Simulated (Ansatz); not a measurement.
**Cl (diamond type): a single-point run**

Wanted: a converged single-point run for Cl (diamond type), and a check of what comes out. The structure is shown as the input types it.

Program: Ansatz 0.2.0. Level of theory: DFT, LDA, PAW with Ansatz's default frozen-core files, scalar-relativistic. These are calculated values, not measurements.

### 1 The structure to begin with

The structure is cubic, space group Fd-3m (No. 227). The conventional cell has a = 4.911 Å, b = 4.911 Å, c = 4.911 Å, α = 90.00°, β = 90.00°, γ = 90.00°. Cl (site symmetry -43m) is surrounded by 4 Cl at 2.13 Å.

Coordinates:

```cif
data_structure
_symmetry_space_group_name_H-M 'Fd-3m:1'
_symmetry_Int_Tables_number 227
_cell_length_a 4.9107
_cell_length_b 4.9107
_cell_length_c 4.9107
_cell_angle_alpha 90.000
_cell_angle_beta 90.000
_cell_angle_gamma 90.000
_cell_volume 118.42
loop_
_atom_site_label
_atom_site_type_symbol
_atom_site_symmetry_multiplicity
_atom_site_Wyckoff_symbol
_atom_site_fract_x
_atom_site_fract_y
_atom_site_fract_z
_atom_site_occupancy
Cl1 Cl 8 b 0.00000 0.50000 0.00000 1
```

### 2 Input and run

The input, input.yaml:

```yaml
crystal:
  lattice:
    - [0.0, 2.4553364659, 2.4553364659]
    - [2.4553364659, 0.0, 2.4553364659]
    - [2.4553364659, 2.4553364659, 0.0]
  atoms:
    - { symbol: Cl, position: [-0.125, -0.125, -0.125] }
    - { symbol: Cl, position: [0.125, 0.125, 0.125] }
kpoints:
  mp_grid: { grid: [11, 11, 11] }
scf:
  occupations: { method: fermi_dirac, width: 0.08 }
  max_iter: 60
hamiltonian:
  xc: lda
  pseudopotentials: { kind: paw }
output:
  forces: true
  stress: true
  eigenvalues: true
  populations: true
basis:
  ecutwfc: "20 eV"
```

Started as:

```bash
$ ansatz run input.yaml --threads 1 --pin off --max-ram 2048MiB --backend cpu --events-out ev --progress --plain --runs-dir out
```

What happens when this is run?

The program refused the input before any cycle. The line that matters: «inconsistent input (basis.ecutwfc, kpoints): the smallest per-k basis holds n_pw = 5 plane waves (k-point 1, counted from 0 among those solved) but the deck needs at least 8 band(s) per channel ...»

In the input, basis.ecutwfc is 20 eV. With so few plane waves the basis is incomplete by a wide margin. At this value the smallest basis holds 5 plane waves, fewer than the 8 bands to be solved.

Remedy: delete basis.ecutwfc (the default then holds).
